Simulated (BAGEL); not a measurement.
# Ge2H6 (digermane) at HF/STO-3G (density fitting with cc-pvqz-jkfit)

Aim: the vertical singlet–triplet gap of Ge2H6 (digermane) at HF/STO-3G (density fitting with cc-pvqz-jkfit), from 2 runs. 

Program for the calculation: BAGEL 1.2.2.

1 further run of the same task is left out (set aside as unsound or not needed).

## (1) The structure to begin with

Ge2H6: 8 atoms, total charge 0, spin state singlet. SMILES: `[GeH3][GeH3]`. The shape is that of a PBE0-D4/def2-TZVP optimisation.

Bond lengths: Ge1–Ge2 2.420 Å, Ge1–H3 1.537 Å, Ge1–H4 1.537 Å, Ge1–H5 1.537 Å, Ge2–H6 1.537 Å, Ge2–H7 1.537 Å, Ge2–H8 1.537 Å. Some angles: Ge1–Ge2–H6 110.3°, Ge1–Ge2–H7 110.3°, Ge1–Ge2–H8 110.3°, Ge2–Ge1–H3 110.3°, Ge2–Ge1–H4 110.3°, Ge2–Ge1–H5 110.3°, H6–Ge2–H7 108.6°, H6–Ge2–H8 108.6°, H7–Ge2–H8 108.6°, H3–Ge1–H4 108.6°.

## (2) The energy at HF/STO-3G (density fitting with cc-pvqz-jkfit)

Input file hf.json:

```json
{ "bagel": [

{
  "title": "molecule",
  "basis": "sto-3g",
  "df_basis": "cc-pvqz-jkfit",
  "angstrom": true,
  "geometry": [
    { "atom": "Ge", "xyz": [   -0.569150,    0.281910,   -1.029950 ] },
    { "atom": "Ge", "xyz": [    0.569150,   -0.281910,    1.029950 ] },
    { "atom": "H", "xyz": [   -0.360530,   -0.825230,   -2.075830 ] },
    { "atom": "H", "xyz": [   -2.077470,    0.442320,   -0.780090 ] },
    { "atom": "H", "xyz": [   -0.023210,    1.601970,   -1.597890 ] },
    { "atom": "H", "xyz": [    0.367430,    0.829100,    2.073090 ] },
    { "atom": "H", "xyz": [    2.076310,   -0.450460,    0.778490 ] },
    { "atom": "H", "xyz": [    0.017470,   -1.597700,    1.602230 ] }
  ]
},
{ "title": "hf" },
{ "title": "print", "file": "orbitals.molden", "orbitals": true }

]}
```

Command:

```sh
$ BAGEL_NUM_THREADS=1 BAGEL hf.json > hf.out
```

Standard output:

```text
* using 1 threads per process

  ===============================================================
  ===============================================================

  *** Geometry ***

  { "atom" : "Ge", "xyz" : [     -1.075538,      0.532733,     -1.946323 ] },
  { "atom" : "Ge", "xyz" : [      1.075538,     -0.532733,      1.946323 ] },
  { "atom" : "H", "xyz" : [     -0.681303,     -1.559459,     -3.922750 ] },
  { "atom" : "H", "xyz" : [     -3.925849,      0.835864,     -1.474156 ] },
  { "atom" : "H", "xyz" : [     -0.043861,      3.027285,     -3.019574 ] },
  { "atom" : "H", "xyz" : [      0.694342,      1.566772,      3.917572 ] },
  { "atom" : "H", "xyz" : [      3.923657,     -0.851246,      1.471133 ] },
  { "atom" : "H", "xyz" : [      0.033014,     -3.019215,      3.027776 ] },

  Number of auxiliary basis functions:      742

  Since a DF basis is specified, we compute 2- and 3-index integrals:
    o Being stored without compression. Storage requirement is 0.010 GB

  Number of basis functions:       42
  Number of electrons      :       70

    * METHOD: MOLECULE                             0.49

  *** RHF ***

  === Nuclear Repulsion ===
   323.3739402765

      * DIIS with orbital gradients will be used.

  === RHF iteration (sto-3g) ===
      0      -4107.00875157          0.00325637           0.10
      1      -4107.02109138          0.00092123           0.09
      2      -4107.02221370          0.00010776           0.09
      3      -4107.02222745          0.00001793           0.09
      4      -4107.02222785          0.00000156           0.09
      5      -4107.02222786          0.00000013           0.09
      6      -4107.02222786          0.00000003           0.08
      7      -4107.02222786          0.00000001           0.08
    * SCF iteration converged.

    * Permanent dipole moment:
           (    0.000000,    -0.000002,    -0.000001) a.u.

    * METHOD: HF                                   0.89

    * METHOD: PRINT                                0.01

  ===============================================================
```

It took 1.8 s on 1 thread of AMD EPYC 7R43 (Zen 3), shared host; peak memory 0.1 GiB.

## (3) The triplet, same level

Input file input.json:

```json
{ "bagel" : [

{
  "title" : "molecule",
  "basis" : "sto-3g",
  "df_basis" : "cc-pvqz-jkfit",
  "angstrom" : "true",
  "geometry" : [
    { "atom" : "Ge", "xyz" : [   -0.569150,    0.281910,   -1.029950 ] },
    { "atom" : "Ge", "xyz" : [    0.569150,   -0.281910,    1.029950 ] },
    { "atom" : "H", "xyz" : [   -0.360530,   -0.825230,   -2.075830 ] },
    { "atom" : "H", "xyz" : [   -2.077470,    0.442320,   -0.780090 ] },
    { "atom" : "H", "xyz" : [   -0.023210,    1.601970,   -1.597890 ] },
    { "atom" : "H", "xyz" : [    0.367430,    0.829100,    2.073090 ] },
    { "atom" : "H", "xyz" : [    2.076310,   -0.450460,    0.778490 ] },
    { "atom" : "H", "xyz" : [    0.017470,   -1.597700,    1.602230 ] }
  ]
},
{ "title" : "uhf", "nopen" : 2 },
{ "title" : "print", "file" : "orbitals.molden", "orbitals" : "true" }

]}
```

Command:

```sh
$ BAGEL_NUM_THREADS=1 BAGEL input.json > input.out
```

Standard output:

```text
* using 1 threads per process

  ===============================================================
  ===============================================================

  *** Geometry ***

  { "atom" : "Ge", "xyz" : [     -1.075538,      0.532733,     -1.946323 ] },
  { "atom" : "Ge", "xyz" : [      1.075538,     -0.532733,      1.946323 ] },
  { "atom" : "H", "xyz" : [     -0.681303,     -1.559459,     -3.922750 ] },
  { "atom" : "H", "xyz" : [     -3.925849,      0.835864,     -1.474156 ] },
  { "atom" : "H", "xyz" : [     -0.043861,      3.027285,     -3.019574 ] },
  { "atom" : "H", "xyz" : [      0.694342,      1.566772,      3.917572 ] },
  { "atom" : "H", "xyz" : [      3.923657,     -0.851246,      1.471133 ] },
  { "atom" : "H", "xyz" : [      0.033014,     -3.019215,      3.027776 ] },

  Number of auxiliary basis functions:      742

  Since a DF basis is specified, we compute 2- and 3-index integrals:
    o Being stored without compression. Storage requirement is 0.010 GB

  Number of basis functions:       42
  Number of electrons      :       70

    * METHOD: MOLECULE                             0.49

  *** Open-shell HF ***

  === Nuclear Repulsion ===
   323.3739402765

      * DIIS with orbital gradients will be used.

  === UHF iteration (sto-3g) ===
      0      -4106.61182533          0.00833426           0.16
      1      -4106.64633673          0.00368293           0.16
      2      -4106.65430725          0.00159702           0.15
      3      -4106.65734612          0.00021353           0.16
      4      -4106.65775700          0.00010587           0.16
      5      -4106.65790169          0.00002790           0.17
      6      -4106.65792498          0.00002143           0.16
      7      -4106.65793405          0.00000899           0.19
      8      -4106.65793501          0.00000251           0.15
      9      -4106.65793502          0.00000093           0.15
     10      -4106.65793502          0.00000022           0.15
     11      -4106.65793502          0.00000005           0.15
     12      -4106.65793502          0.00000001           0.14
    * SCF iteration converged.

    * S^2 (UHF) is 2.0076

    * Permanent dipole moment:
           (   -0.000005,     0.000003,     0.000003) a.u.

    * METHOD: UHF                                  2.22

    * METHOD: PRINT                                0.01

  ===============================================================
```

Wall time 3.3 s (1 thread of AMD EPYC 7R43 (Zen 3), shared host); peak memory 0.1 GiB.

## (4) Results

Level: HF/STO-3G (density fitting with cc-pvqz-jkfit).

| quantity | value |
| --- | --- |
| singlet: total energy | -4107.02223 Eh |
| singlet: dipole moment | 0.00 D |
| singlet: HOMO energy | -8.80 eV |
| singlet: LUMO energy | 10.80 eV |
| singlet: HOMO–LUMO gap | 19.60 eV |
| triplet: total energy | -4106.65794 Eh |
| triplet: dipole moment | 0.00 D |
| triplet: ⟨S²⟩ | 2.008 |
| vertical energy of the triplet above the singlet | 9.913 eV |

**Reading.** At this shape the triplet lies 9.91 eV (229 kcal/mol) above the singlet. In a minimal basis such a difference can be off by several eV, whatever the method.
